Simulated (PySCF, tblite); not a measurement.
**C7H16BP: geometry, infrared bands and NMR shifts**

Wanted: the infrared bands and NMR shifts of C7H16BP (`[BH3-][P@@H+]1CCC=C1C(C)C`), by calculation.

Programs: tblite 0.8.0 and PySCF 2.14.0, with density-fitted response routines of our own. Each step states its level of theory. These are calculated values for one molecule in the gas phase, unless marked as measured. Atoms count from 0, in the outputs and in this text.

### 1 Starting geometry

25 atoms, charge 0, multiplicity 1; geometry from: force field or distance geometry start.

Bonds of the start (Å): B0–P1 1.87, P1–C2 1.85, C2–C3 1.53, C3–C4 1.46, C4–C5 1.32, C5–C6 1.47, C6–C7 1.48, C6–C8 1.51, C5–P1 1.81, B0–H9 1.20, B0–H10 1.19, B0–H11 1.18, P1–H12 1.37, C2–H13 1.10, C2–H14 1.07, C3–H15 1.11, C3–H16 1.11, C4–H17 1.09, C6–H18 1.14, C7–H19 1.11, C7–H20 1.13, C7–H21 1.10, C8–H22 1.10, C8–H23 1.14, C8–H24 1.12.

### 2 Optimising the geometry with GFN2-xTB

The job: settings as JSON, then the geometry in Å.

```
{"job": {"kind": "relax", "xc": "GFN2-xTB", "basis": "xTB"}, "charge": 0, "multiplicity": 1}
B      1.713200    -1.804600     1.083700
P      1.350800    -0.522300    -0.224100
C      2.363700     0.981900     0.133200
C      1.414200     1.927400    -0.608700
C      0.029900     1.622300    -0.254000
C     -0.220900     0.344700    -0.017500
C     -1.460500    -0.348800     0.350700
C     -1.836800    -1.436800    -0.583000
C     -2.614700     0.616700     0.452700
H      2.384800    -2.654600     0.570100
H      2.427500    -1.306200     1.899100
H      0.775600    -2.345400     1.561000
H      1.585900    -0.907300    -1.522600
H      2.296700     1.210800     1.205400
H      3.344400     0.925700    -0.292000
H      1.611100     1.713300    -1.680400
H      1.685600     2.988400    -0.440300
H     -0.764100     2.372400    -0.207400
H     -1.290900    -0.736600     1.407300
H     -1.978000    -1.077000    -1.624300
H     -2.873900    -1.771000    -0.266700
H     -1.213200    -2.335000    -0.512500
H     -2.556900     1.430300    -0.285200
H     -3.576000     0.023200     0.321700
H     -2.608100     1.112600     1.461900
```

On the command line:

```bash
> OMP_NUM_THREADS=1 python probes_run.py task.json out
```

One launch serves the whole session: the jobs run in the order shown.

**Question.** This job is followed by: GFN2-xTB harmonic vibrations, gas phase; GIAO PBE0/pcSseg-1 NMR shielding, non-relativistic, gas phase. What will the session give for the following? strongest single infrared mode (GFN2-xTB); zero-point energy (GFN2-xTB); ¹³C shifts against TMS (PBE0/pcSseg-1); ¹H shifts against TMS (PBE0/pcSseg-1, means over atoms taken as alike); ¹¹B shifts against BF3·OEt2 (PBE0/pcSseg-1); ³¹P shifts against H3PO4 (PBE0/pcSseg-1); surface potential, 1st and 99th percentile.

As calculated:

| quantity | value |
| --- | --- |
| strongest single infrared mode (GFN2-xTB) | 2199 cm⁻¹, 298 km/mol |
| zero-point energy (GFN2-xTB) | 131.6 kcal/mol |
| ¹³C shifts against TMS (PBE0/pcSseg-1) | 152.6, 142.8, 37.5, 33.1, 25.5, 24.5, 21.5 ppm |
| ¹H shifts against TMS (PBE0/pcSseg-1, means over atoms taken as alike) | 6.20, 5.55, 2.82, 2.80, 2.73, 2.15, 2.00, 1.20, 1.13, 0.92 ppm |
| ¹¹B shifts against BF3·OEt2 (PBE0/pcSseg-1) | -50.8 ppm |
| ³¹P shifts against H3PO4 (PBE0/pcSseg-1) | -12.2 ppm |
| surface potential, 1st and 99th percentile | -1.46 V and 1.06 V |

In words: Relaxing lowered the energy by 1.227 eV in 103 steps; the close pair that moved most is C8–H23, from 1.137 to 1.088 Å. All 69 modes are real, so the xTB geometry is a minimum. The strongest single mode, at 2199 cm⁻¹, moves mainly H12. Unscaled tight-binding wavenumbers are off by several per cent, some by more. Its intensities can rank the bands wrongly. The most deshielded hydrogen is H17 (hydrogen on an alkene CH), at 6.20 ppm: olefinic region. By nearest atom (PBE0/pcSseg-1), the HOMO sits on C4, C5 about 28 % each and the LUMO on C4, C5 about 29 % each; H12, H17 about 8 % each.
